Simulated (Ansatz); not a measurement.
# ZrS: a relaxation

The task is a relaxation on ZrS. The structure is shown as the input types it.

The COD entry's cell or inner coordinates are ideal or old and differ from later refinements, so a difference from it is no clean test against experiment.

Computed with Ansatz 0.2.0 (DFT, r2SCAN, PAW with Ansatz's default frozen-core files, scalar-relativistic; relaxation of cell and atoms, unless a step's input says otherwise).

1 further run of the same task is left out (it didn't finish).

## (1) The structure to begin with

Symmetry: Fm-3m, No. 225, cubic system. The conventional cell has a = 5.250 Å, b = 5.250 Å, c = 5.250 Å, α = 90.00°, β = 90.00°, γ = 90.00°. Zr (site symmetry m-3m) has 6 S at 2.62 Å as nearest neighbours. S (site symmetry m-3m) is surrounded by 6 Zr at 2.62 Å.

Structure file:

```xyz
2
Lattice="0.0000 2.6250 2.6250 2.6250 0.0000 2.6250 2.6250 2.6250 0.0000" Properties=species:S:1:pos:R:3 pbc="T T T"
Zr    0.0000    0.0000    0.0000
S     2.6250    2.6250    2.6250
```

## (2) Running it

input.yaml reads:

```yaml
crystal:
  lattice:
    - [0.0, 2.625, 2.625]
    - [2.625, 0.0, 2.625]
    - [2.625, 2.625, 0.0]
  atoms:
    - { symbol: Zr, position: [0.0, 0.0, 0.0] }
    - { symbol: S, position: [0.5, 0.5, 0.5] }
kpoints:
  mp_grid: { grid: [14, 14, 14] }
scf:
  occupations: { method: fermi_dirac, width: 0.08 }
  mixing: { algorithm: anderson, beta: 0.001, ndim: 1 }
  max_iter: 50
hamiltonian:
  xc: r2scan
  pseudopotentials: { kind: paw }
relax:
  f_tol: 0.002
  max_steps: 80
  cell: {}
output:
  forces: true
  stress: true
  write_density: true
  write_potential: true
  elf: true
  volumetric_format: npy
```

Command:

```sh
> ansatz run input.yaml --threads 1 --pin off --max-ram 2560MiB --backend cpu --events-out ev --progress --plain --runs-dir out
```

What it wrote:

```text
Engine: ansatz 0.2.0
Pseudopotentials: kind: paw
Pseudopotential: Zr, paw, valence charge 12, recommended cutoff 500 eV (meta_gga), Zr.paw.azcp
Pseudopotential: S, paw, valence charge 6, recommended cutoff 500 eV (meta_gga), S.paw.azcp
Functional definition: r2SCAN
  parameter k0 = 0.174
  parameter k1 = 0.065
  parameter a1 = 4.9479
  exchange = r2scan_x(k0 = k0, k1 = k1, a1 = a1)
  correlation = r2scan_c
Crystal: 2 atoms, lattice volume = 36.176 Å³
Basis set: ecut = 500 eV, 941 PW (Γ), exchange–correlation on 120×120×120 points (64 copies of the dense FFT grid, shifted against one another)
Bands: 13, of which v1, the nominal top of the filled ones, is band 9 counted from 1 (8 counted from 0)
Symmetry: 48 space group operations
Space group: Fm-3m (ITA 225), of the structure as read, at distance tolerance 3.3e-5 Å
k-points: 104 of 2744
Non-local potential: Zr, projectors of the file, l = 0: 3, l = 1: 2, l = 2: 2, l = 3: 2
Non-local potential: S, projectors of the file, l = 0: 2, l = 1: 2, l = 2: 2
PAW form: soft (Blöchl's): semilocal exchange-correlation on the pseudo side does not see the compensation charge
PAW frozen core: Zr, regenerated for the run's functional (the file was generated under x = pbe(κ = 0.804, μ = 0.2195149727645171), c = pbe(β = 0.06672455060314922))
PAW frozen core: S, regenerated for the run's functional (the file was generated under x = pbe(κ = 0.804, μ = 0.2195149727645171), c = pbe(β = 0.06672455060314922))
PAW one-centre angular grid: Zr, 590 points (default); XC on 160 Gauss nodes
PAW one-centre angular grid: S, 302 points (default); XC on 160 Gauss nodes
Initial density: superposition of atomic densities (neutral atoms: chi_scale 0, normalization atom), corrected by the library's trained network
Initial wavefunctions: pseudopotential atomic-orbital guess
Functional: x = r2scan, c = r2scan; τ floored in thin density (d = 2e-4 eV/Å³)
SCF iter   1: F=—  HF=-5103.917739 eV  |F-HF|=—  |Δ(HF+E_count)|=         —  Δρ=7.25e-3  dr2=1.82e-2  dr2_τ=1.63e-2  ethr=1.77e-3  ⟨swp⟩=5.2  Hψ=17927  notcnv=0  defer=9
automatic band count: the SCF goes on with 17 bands, as 13 were too few: the levels above may hold too much charge
preconditioner: auto → Kerker (q_TF=auto, 2.429 Å⁻¹)  [metal: Δε(μ)=0.047 eV  Ē_g=12.204 eV  σ=0.080 eV  W_gap=0.14  n_scr=14 (ndim 1)  ℏωp=19.5 eV  f_vac=0.000  D(μ)=1.35/eV (n_scr^D=14)]
SCF iter   2: F=—  HF=-5103.985299 eV  |F-HF|=—  |Δ(HF+E_count)|=   6.76e-2  Δρ=8.12e-3  dr2=2.42e-2  dr2_τ=2.42e-4  ethr=1.01e-4  ⟨swp⟩=2.0  Hψ=3827  notcnv=0  defer=125
SCF iter   3: F=—  HF=-5103.985420 eV  |F-HF|=—  |Δ(HF+E_count)|=   1.21e-4  Δρ=8.11e-3  dr2=2.42e-2  dr2_τ=2.98e-4  ethr=1.01e-4  ⟨swp⟩=1.0  Hψ=1643  notcnv=0  defer=125
SCF iter   4: F=—  HF=-5103.985425 eV  |F-HF|=—  |Δ(HF+E_count)|=   5.18e-6  Δρ=8.11e-3  dr2=2.42e-2  dr2_τ=2.86e-4  ethr=1.01e-4  ⟨swp⟩=1.0  Hψ=1643  notcnv=0  defer=125
SCF iter   5: F=—  HF=-5103.985419 eV  |F-HF|=—  |Δ(HF+E_count)|=   5.75e-6  Δρ=8.10e-3  dr2=2.41e-2  dr2_τ=2.91e-4  ethr=1.01e-4  ⟨swp⟩=1.0  Hψ=1643  notcnv=0  defer=125
SCF iter   6: F=—  HF=-5103.985415 eV  |F-HF|=—  |Δ(HF+E_count)|=   4.43e-6  Δρ=8.10e-3  dr2=2.41e-2  dr2_τ=2.89e-4  ethr=1.01e-4  ⟨swp⟩=1.0  Hψ=1643  notcnv=0  defer=125
SCF iter   7: F=—  HF=-5103.985410 eV  |F-HF|=—  |Δ(HF+E_count)|=   4.84e-6  Δρ=8.09e-3  dr2=2.40e-2  dr2_τ=2.89e-4  ethr=1.01e-4  ⟨swp⟩=1.0  Hψ=1643  notcnv=0  defer=125
SCF iter   8: F=—  HF=-5103.985405 eV  |F-HF|=—  |Δ(HF+E_count)|=   4.77e-6  Δρ=8.08e-3  dr2=2.40e-2  dr2_τ=2.88e-4  ethr=1.01e-4  ⟨swp⟩=1.0  Hψ=1643  notcnv=0  defer=125
SCF iter   9: F=—  HF=-5103.985400 eV  |F-HF|=—  |Δ(HF+E_count)|=   4.81e-6  Δρ=8.07e-3  dr2=2.39e-2  dr2_τ=2.88e-4  ethr=1.01e-4  ⟨swp⟩=1.0  Hψ=1643  notcnv=0  defer=125
SCF iter  10: F=—  HF=-5103.985395 eV  |F-HF|=—  |Δ(HF+E_count)|=   4.98e-6  Δρ=8.07e-3  dr2=2.39e-2  dr2_τ=2.87e-4  ethr=1.01e-4  ⟨swp⟩=1.0  Hψ=1643  notcnv=0  defer=125
SCF iter  11: F=—  HF=-5103.985390 eV  |F-HF|=—  |Δ(HF+E_count)|=   5.09e-6  Δρ=8.06e-3  dr2=2.39e-2  dr2_τ=2.87e-4  ethr=1.01e-4  ⟨swp⟩=1.0  Hψ=1643  notcnv=0  defer=125
SCF iter  12: F=—  HF=-5103.985385 eV  |F-HF|=—  |Δ(HF+E_count)|=   4.82e-6  Δρ=8.05e-3  dr2=2.38e-2  dr2_τ=2.86e-4  ethr=1.01e-4  ⟨swp⟩=1.0  Hψ=1643  notcnv=0  defer=125
SCF iter  13: F=—  HF=-5103.985381 eV  |F-HF|=—  |Δ(HF+E_count)|=   4.79e-6  Δρ=8.04e-3  dr2=2.38e-2  dr2_τ=2.86e-4  ethr=1.01e-4  ⟨swp⟩=1.0  Hψ=1643  notcnv=0  defer=125
SCF iter  14: F=—  HF=-5103.985376 eV  |F-HF|=—  |Δ(HF+E_count)|=   4.80e-6  Δρ=8.04e-3  dr2=2.37e-2  dr2_τ=2.86e-4  ethr=1.01e-4  ⟨swp⟩=1.0  Hψ=1643  notcnv=0  defer=125
SCF iter  15: F=—  HF=-5103.985371 eV  |F-HF|=—  |Δ(HF+E_count)|=   4.86e-6  Δρ=8.03e-3  dr2=2.37e-2  dr2_τ=2.85e-4  ethr=1.01e-4  ⟨swp⟩=1.0  Hψ=1643  notcnv=0  defer=125
SCF iter  16: F=—  HF=-5103.985366 eV  |F-HF|=—  |Δ(HF+E_count)|=   4.85e-6  Δρ=8.02e-3  dr2=2.36e-2  dr2_τ=2.85e-4  ethr=1.01e-4  ⟨swp⟩=1.0  Hψ=1643  notcnv=0  defer=125
SCF iter  17: F=—  HF=-5103.985362 eV  |F-HF|=—  |Δ(HF+E_count)|=   4.54e-6  Δρ=8.01e-3  dr2=2.36e-2  dr2_τ=2.84e-4  ethr=1.01e-4  ⟨swp⟩=1.0  Hψ=1643  notcnv=0  defer=125
SCF iter  18: F=—  HF=-5103.985357 eV  |F-HF|=—  |Δ(HF+E_count)|=   4.59e-6  Δρ=8.01e-3  dr2=2.35e-2  dr2_τ=2.84e-4  ethr=1.01e-4  ⟨swp⟩=1.0  Hψ=1643  notcnv=0  defer=125
SCF iter  19: F=—  HF=-5103.985352 eV  |F-HF|=—  |Δ(HF+E_count)|=   4.54e-6  Δρ=8.00e-3  dr2=2.35e-2  dr2_τ=2.83e-4  ethr=1.01e-4  ⟨swp⟩=1.0  Hψ=1643  notcnv=0  defer=125
SCF iter  20: F=—  HF=-5103.985348 eV  |F-HF|=—  |Δ(HF+E_count)|=   4.64e-6  Δρ=7.99e-3  dr2=2.34e-2  dr2_τ=2.83e-4  ethr=1.01e-4  ⟨swp⟩=1.0  Hψ=1643  notcnv=0  defer=125
SCF iter  21: F=—  HF=-5103.985343 eV  |F-HF|=—  |Δ(HF+E_count)|=   4.77e-6  Δρ=7.98e-3  dr2=2.34e-2  dr2_τ=2.82e-4  ethr=1.01e-4  ⟨swp⟩=1.0  Hψ=1643  notcnv=0  defer=125
SCF iter  22: F=—  HF=-5103.985338 eV  |F-HF|=—  |Δ(HF+E_count)|=   4.83e-6  Δρ=7.98e-3  dr2=2.33e-2  dr2_τ=2.82e-4  ethr=1.01e-4  ⟨swp⟩=1.0  Hψ=1643  notcnv=0  defer=125
SCF iter  23: F=—  HF=-5103.985334 eV  |F-HF|=—  |Δ(HF+E_count)|=   4.64e-6  Δρ=7.97e-3  dr2=2.33e-2  dr2_τ=2.81e-4  ethr=1.01e-4  ⟨swp⟩=1.0  Hψ=1643  notcnv=0  defer=125
SCF iter  24: F=—  HF=-5103.985329 eV  |F-HF|=—  |Δ(HF+E_count)|=   4.41e-6  Δρ=7.96e-3  dr2=2.32e-2  dr2_τ=2.81e-4  ethr=1.01e-4  ⟨swp⟩=1.0  Hψ=1643  notcnv=0  defer=125
SCF iter  25: F=—  HF=-5103.985324 eV  |F-HF|=—  |Δ(HF+E_count)|=   4.61e-6  Δρ=7.95e-3  dr2=2.32e-2  dr2_τ=2.81e-4  ethr=1.01e-4  ⟨swp⟩=1.0  Hψ=1643  notcnv=0  defer=125
SCF iter  26: F=—  HF=-5103.985320 eV  |F-HF|=—  |Δ(HF+E_count)|=   4.64e-6  Δρ=7.95e-3  dr2=2.32e-2  dr2_τ=2.80e-4  ethr=1.01e-4  ⟨swp⟩=1.0  Hψ=1643  notcnv=0  defer=125
SCF iter  27: F=—  HF=-5103.985315 eV  |F-HF|=—  |Δ(HF+E_count)|=   4.45e-6  Δρ=7.94e-3  dr2=2.31e-2  dr2_τ=2.80e-4  ethr=1.01e-4  ⟨swp⟩=1.0  Hψ=1643  notcnv=0  defer=125
SCF iter  28: F=—  HF=-5103.985311 eV  |F-HF|=—  |Δ(HF+E_count)|=   4.61e-6  Δρ=7.93e-3  dr2=2.31e-2  dr2_τ=2.79e-4  ethr=1.01e-4  ⟨swp⟩=1.0  Hψ=1643  notcnv=0  defer=125
SCF iter  29: F=—  HF=-5103.985306 eV  |F-HF|=—  |Δ(HF+E_count)|=   4.66e-6  Δρ=7.92e-3  dr2=2.30e-2  dr2_τ=2.79e-4  ethr=1.01e-4  ⟨swp⟩=1.0  Hψ=1643  notcnv=0  defer=125
SCF iter  30: F=—  HF=-5103.985301 eV  |F-HF|=—  |Δ(HF+E_count)|=   4.73e-6  Δρ=7.92e-3  dr2=2.30e-2  dr2_τ=2.78e-4  ethr=1.01e-4  ⟨swp⟩=1.0  Hψ=1643  notcnv=0  defer=125
SCF iter  31: F=—  HF=-5103.985297 eV  |F-HF|=—  |Δ(HF+E_count)|=   4.51e-6  Δρ=7.91e-3  dr2=2.29e-2  dr2_τ=2.78e-4  ethr=1.01e-4  ⟨swp⟩=1.0  Hψ=1643  notcnv=0  defer=125
SCF iter  32: F=—  HF=-5103.985292 eV  |F-HF|=—  |Δ(HF+E_count)|=   4.45e-6  Δρ=7.90e-3  dr2=2.29e-2  dr2_τ=2.77e-4  ethr=1.01e-4  ⟨swp⟩=1.0  Hψ=1643  notcnv=0  defer=125
SCF iter  33: F=—  HF=-5103.985290 eV  |F-HF|=—  |Δ(HF+E_count)|=   2.64e-6  Δρ=7.89e-3  dr2=2.28e-2  dr2_τ=2.77e-4  ethr=5.56e-6  ⟨swp⟩=1.0  Hψ=3827  notcnv=0
Mixer restart at iter 33: flushing history
iteration 33: the SCF's residuals had fallen too slowly under its mixing. It goes on by minimising its free energy, and can end on another state than longer mixing would; under `scf.algorithm: density_mixing` no SCF does so, but by `scf.convergence.dm_fallback`
SCF iter  34: F=—  HF=-5103.984015 eV  |F-HF|=—  |Δ(HF+E_count)|=   1.27e-3  Δρ=1.93e-3  dr2=1.33e-3  dr2_τ=4.09e-4  ethr=5.56e-6  ⟨swp⟩=1.0  Hψ=9697  notcnv=0
SCF iter  35: F=—  HF=-5103.983566 eV  |F-HF|=—  |Δ(HF+E_count)|=   4.49e-4  Δρ=2.62e-4  dr2=2.42e-5  dr2_τ=4.23e-6  ethr=5.56e-6  ⟨swp⟩=1.0  Hψ=4910  notcnv=0
SCF iter  36: F=-5103.983559 eV  HF=-5103.983559 eV  |F-HF|=1.14e-8  |Δ(HF+E_count)|=   7.63e-6  Δρ=1.16e-5  dr2=5.36e-8  dr2_τ=1.20e-8  ethr=5.56e-10  ⟨swp⟩=7.8  Hψ=9786  notcnv=0
SCF iter  37: F=-5103.983559 eV  HF=-5103.983559 eV  |F-HF|=1.14e-8  |Δ(HF+E_count)|=  1.82e-12  Δρ=1.16e-5  dr2=5.36e-8  dr2_τ=1.20e-8  ethr=2.98e-10  ⟨swp⟩=6.0  Hψ=9919  notcnv=0
SCF 1 converged in 37 iterations: F = -5103.983559 eV  dr2 = 5.36e-8
relax step   1: F+E_penalty+E_count = -5103.98355865 eV  Δ(F+E_penalty+E_count) = +0.000e0 eV  max|allowed force component| = 2.794e-30 eV/Å  Δτ_max = 0.0000 Å  P = -1.919 GPa  Ω = 36.176 Å³  (37 SCF iters, dr2 threshold 1.00e-7 eV, accepted)
[... 44 lines left out ...]
relax step   2: F+E_penalty+E_count = -5103.98557741 eV  Δ(F+E_penalty+E_count) = -2.019e-3 eV  max|allowed force component| = 7.231e-31 eV/Å  Δτ_max = 0.0000 Å  P = +1.340 GPa  Ω = 35.334 Å³  energy of the carried Pulay correction = +3.138e-4 eV  (34 SCF iters, dr2 threshold 2.00e-7 eV, accepted)
[... 40 lines left out ...]
relax step   3: F+E_penalty+E_count = -5103.98682907 eV  Δ(F+E_penalty+E_count) = -1.252e-3 eV  max|allowed force component| = 5.095e-31 eV/Å  Δτ_max = 0.0000 Å  P = -0.032 GPa  Ω = 35.675 Å³  energy of the carried Pulay correction = +1.857e-4 eV  (34 SCF iters, dr2 threshold 2.00e-7 eV, accepted)
[... 43 lines left out ...]
relax step   4: F+E_penalty+E_count = -5103.98664701 eV  Δ(F+E_penalty+E_count) = +1.821e-4 eV  max|allowed force component| = 1.381e-30 eV/Å  Δτ_max = 0.0000 Å  P = -0.033 GPa  Ω = 35.675 Å³  stress off target by 3.35e-2 GPa  SCF on the basis re-selected at this cell (its energy is not comparable with the rows above)  (35 SCF iters)
basis re-selected at this cell: Δ(F+E_penalty+E_count) = +1.821e-4 eV, ΔP = -0.001 GPa vs the last step (what re-selecting the basis moved, of the pressure what is left beyond the Pulay correction that the steps carried, after the strain that the cell walked since its last selection, with what the two solves' SCF thresholds leave and, on support functions, any second-order correction that the steps lacked; it is no measure of the basis error at this ecutwfc). The dense FFT grid was sized anew with the basis: this SCF ran on 27×27×27 points, the steps before it on 30×30×30, so part of this shift can come from that change (see relax.cell in the input reference). This SCF's stress stands 3.35e-2 GPa from its target on what of the cell is left free (relax.cell.stress_tol is 5.00e-2 GPa) and its largest allowed force component is 1.38e-30 eV/Å (relax.f_tol is 2.00e-3 eV/Å): within both
SCF converged after 35 iterations
Free energy (F): -5103.986647 eV
Harris-Foulkes:  -5103.986647 eV  (|F-HF|=4.55e-12)
Internal energy: -5103.958163 eV  (E = F + TS)
E sigma→0 (E₀):  -5103.972405 eV
Entropy (-TS):   -0.028484 eV (-14.242 meV/atom)
Fermi energy:    15.046479 eV
--- Per-component energies (eV) ---
  E_band       = -80.390299
  E_kinetic    = 444.528179
  E_local      = -689.452755  (includes V_loc(G=0)·N_el)
  E_nonlocal   = 107.339294
  E_hartree    = 217.531483
  E_xc         = -249.758299
  E_vxc        = -308.431278  (∫ρ·V_xc dr)
  E_paw        = -3580.622162  (= ΣΔE_a)
  E_vpaw       = -86.116500  (= ΣTr[D̂ρ^β])
  E_aug_tail   = 0.000009  (compensation charges beyond the density's cutoff)
  E_vtau       = 16.679787  (kinetic-family band-sum trace: ∫τ·v_τ [+ j·A + Jᵃ·Aᵃ] dr)
  E_ewald      = -1353.249404
  E_core_change = -0.274508  (= ΣΔE_core)
  E_smearing   = -0.028484  (= −TS)
  E_closure    = 0.000000  (closes the sum)
  Σ components = -5103.986647   (vs F -5103.986647, Δ=0.00e0)
--- Forces (eV/Å), atoms counted from 1 ---
  atom   1  Zr     0.00000000     0.00000000     0.00000000
  atom   2  S      0.00000000    -0.00000000     0.00000000
  max |Σ_I F_I| component: 4.21e-30 eV/Å
--- Stress (GPa, compression-positive) ---
       -0.033456      -0.000000      -0.000000
       -0.000000      -0.033456      -0.000000
       -0.000000       0.000000      -0.033456
  P = ⅓ Tr σ = -0.0335 GPa (-0.335 kbar)
--- Band table (eV; the first three rows and the last of 104) ---
  k-point 0: bands = ["-36.8023", "-14.0796", "-14.0796", "-14.0796", "-1.8143", "11.0657", "11.0657", "11.0657", "13.5895", "13.5895", "13.5895", "14.3367", "14.3367", "17.5036", "22.7500", "27.4837", "27.4837"]
  k-point 1: bands = ["-36.8009", "-14.0994", "-14.0812", "-14.0812", "-1.7456", "10.6775", "10.8084", "10.8084", "13.7129", "13.7129", "13.7492", "14.6822", "14.6822", "17.7966", "22.9661", "27.0946", "27.2476"]
  k-point 2: bands = ["-36.7968", "-14.1543", "-14.0856", "-14.0856", "-1.5487", "9.8194", "10.2669", "10.2669", "14.0170", "14.0170", "14.0419", "15.5459", "15.5459", "18.5492", "23.4535", "26.3612", "26.5295"]
  k-point 103: bands = ["-36.7636", "-14.3034", "-14.2645", "-14.2145", "-0.6335", "8.4791", "8.5135", "8.7829", "14.3940", "15.6754", "16.9228", "17.4942", "17.6379", "22.4135", "23.2700", "23.9032", "24.8714"]
--- Relaxed structure (3 steps of the walk, 3 accepted, 1 SCFs on fresh bases) ---
  F+E_penalty+E_count = -5103.98664701 eV   max|allowed force component| = 1.381e-30 eV/Å   (the final SCF, on the basis selected at the relaxed cell)
  cell:  # Å, volume = 35.6753 Å³
    - [6.369215041119487e-35, 2.6128377295347565, 2.6128377295347565]
    - [2.6128377295347565, -3.108917948379708e-38, 2.6128377295347565]
    - [2.6128377295347565, 2.6128377295347565, 3.1842966287649055e-34]
  atoms:
    - { symbol: Zr, position: [-3.8212895721953314e-36, 1.0699610802149833e-35, 4.5855474866346225e-36] }
    - { symbol: S, position: [0.5, 0.5, 0.5] }
```

Caution: the run may have ended on a state that is not the lowest.

It took 1.9 min on 1 thread of Arm Neoverse V2, shared host; peak memory 0.59 GiB.

## (3) Checking the result

The program finished normally, with warnings (minimisation begun). Convergence says nothing about whether the input makes sense.

In the input, scf.mixing.algorithm is anderson; scf.mixing.beta is 0.001; scf.mixing.ndim is 1. What could go wrong: mixing too weak. The program gave up mixing and finished by direct minimisation, so the setting itself did not converge. Several mixing settings were changed at once, so this run can't tell how much each is to blame.

Run again and compare: delete scf.mixing.algorithm, scf.mixing.beta and scf.mixing.ndim (the default then holds).

## (4) A check with that setting changed

Besides the cure, the input differs in scf.max_iter, output requests.

input.yaml: that of step 2 with these lines changed.

```diff
@@ -12,4 +12,2 @@
   occupations: { method: fermi_dirac, width: 0.08 }
-  mixing: { algorithm: anderson, beta: 0.001, ndim: 1 }
-  max_iter: 50
 hamiltonian:
@@ -24,5 +22 @@
   stress: true
-  write_density: true
-  write_potential: true
-  elf: true
-  volumetric_format: npy
```

Command:

```sh
> ansatz run input.yaml --threads 1 --pin off --max-ram 2560MiB --backend cpu --events-out ev --progress --plain --runs-dir out
```

Excerpt of the output:

```text
[...]
Basis set: ecut = 500 eV, 941 PW (Γ), exchange–correlation on 120×120×120 points (64 copies of the dense FFT grid, shifted against one another)
[...]
k-points: 104 of 2744
[...]
SCF iter   1: F=—  HF=-5103.917739 eV  |F-HF|=—  |Δ(HF+E_count)|=         —  Δρ=7.25e-3  dr2=1.82e-2  dr2_τ=1.63e-2  ethr=1.77e-3  ⟨swp⟩=5.2  Hψ=17927  notcnv=0  defer=9
[...]
preconditioner: auto → Kerker (q_TF=auto, 2.429 Å⁻¹)  [metal: Δε(μ)=0.047 eV  Ē_g=12.204 eV  σ=0.080 eV  W_gap=0.14  n_scr=14 (ndim 8)  ℏωp=19.5 eV  f_vac=0.000  D(μ)=1.35/eV (n_scr^D=14)]
SCF iter   2: F=—  HF=-5103.983831 eV  |F-HF|=—  |Δ(HF+E_count)|=   6.61e-2  Δρ=4.83e-3  dr2=8.25e-3  dr2_τ=1.69e-4  ethr=1.01e-4  ⟨swp⟩=2.0  Hψ=3836  notcnv=0  defer=124
[...]
relax step   1: F+E_penalty+E_count = -5103.98355868 eV  Δ(F+E_penalty+E_count) = +0.000e0 eV  max|allowed force component| = 3.188e-30 eV/Å  Δτ_max = 0.0000 Å  P = -1.918 GPa  Ω = 36.176 Å³  (7 SCF iters, dr2 threshold 1.00e-7 eV, accepted)
[...]
Basis set: ecut = 500 eV, 893 PW (Γ), exchange–correlation on 120×120×120 points (64 copies of the dense FFT grid, shifted against one another)
[...]
relax step   2: F+E_penalty+E_count = -5103.98557915 eV  Δ(F+E_penalty+E_count) = -2.020e-3 eV  max|allowed force component| = 1.216e-30 eV/Å  Δτ_max = 0.0000 Å  P = +1.339 GPa  Ω = 35.334 Å³  energy of the carried Pulay correction = +3.137e-4 eV  (8 SCF iters
[...]
relax step   3: F+E_penalty+E_count = -5103.98682899 eV  Δ(F+E_penalty+E_count) = -1.250e-3 eV  max|allowed force component| = 1.413e-30 eV/Å  Δτ_max = 0.0000 Å  P = -0.032 GPa  Ω = 35.675 Å³  energy of the carried Pulay correction = +1.857e-4 eV  (7 SCF iters
Basis set: ecut = 500 eV, 893 PW (Γ), exchange–correlation on 108×108×108 points (64 copies of the dense FFT grid, shifted against one another)
[...]
SCF iter   4: F=—  HF=-5103.986647 eV  |F-HF|=—  |Δ(HF+E_count)|=  8.70e-10  Δρ=4.37e-7  dr2=4.89e-11  dr2_τ=3.07e-11  ethr=4.19e-12  ⟨swp⟩=2.0  Hψ=2633  notcnv=0
SCF iter   5: F=-5103.986647 eV  HF=-5103.986647 eV  |F-HF|=6.37e-12  |Δ(HF+E_count)|=  2.91e-11  Δρ=2.12e-7  dr2=8.07e-12  dr2_τ=1.56e-12  ethr=1.00e-12  ⟨swp⟩=5.4  Hψ=6156  notcnv=0
[...]
relax step   4: F+E_penalty+E_count = -5103.98664698 eV  Δ(F+E_penalty+E_count) = +1.820e-4 eV  max|allowed force component| = 7.560e-31 eV/Å  Δτ_max = 0.0000 Å  P = -0.034 GPa  Ω = 35.675 Å³  stress off target by 3.36e-2 GPa  SCF on the basis re-selected at t
[...]
SCF converged after 5 iterations
Free energy (F): -5103.986647 eV
[...]
E sigma→0 (E₀):  -5103.972405 eV
[...]
Fermi energy:    15.046457 eV
[...]
  P = ⅓ Tr σ = -0.0336 GPa (-0.336 kbar)
--- Relaxed structure (3 steps of the walk, 3 accepted, 1 SCFs on fresh bases) ---
[...]
```

It took 23 s on 1 thread of Arm Neoverse V2, shared host; peak memory 0.49 GiB.

| run | ending | energy change | pressure (GPa) | gap (eV) | force (eV/Å) | cycles | time |
| --- | --- | --- | --- | --- | --- | --- | --- |
| first try | converged | 0.0 meV/atom | 0.0 | 0.00 | 0.00 | 140 | 1.9 min |
| second try | converged | 0 | 0.0 | 0.00 | 0.00 | 27 | 23 s |

## (5) Results

| quantity | value |
| --- | --- |
| first try | converged |
| setting under test | mixing.algorithm anderson, mixing.beta 0.001, mixing.ndim 1 |
| second try | converged |
| energy (zero set by the potentials) | -5103.9866 eV |
| pressure | -0.03 GPa |
| gap on the mesh | none (metal on this mesh) |
| largest force | 0.000 eV/Å |

Both runs end at the same energy: the doubtful setting did not spoil the result here, but it cost 140 cycles against 27.
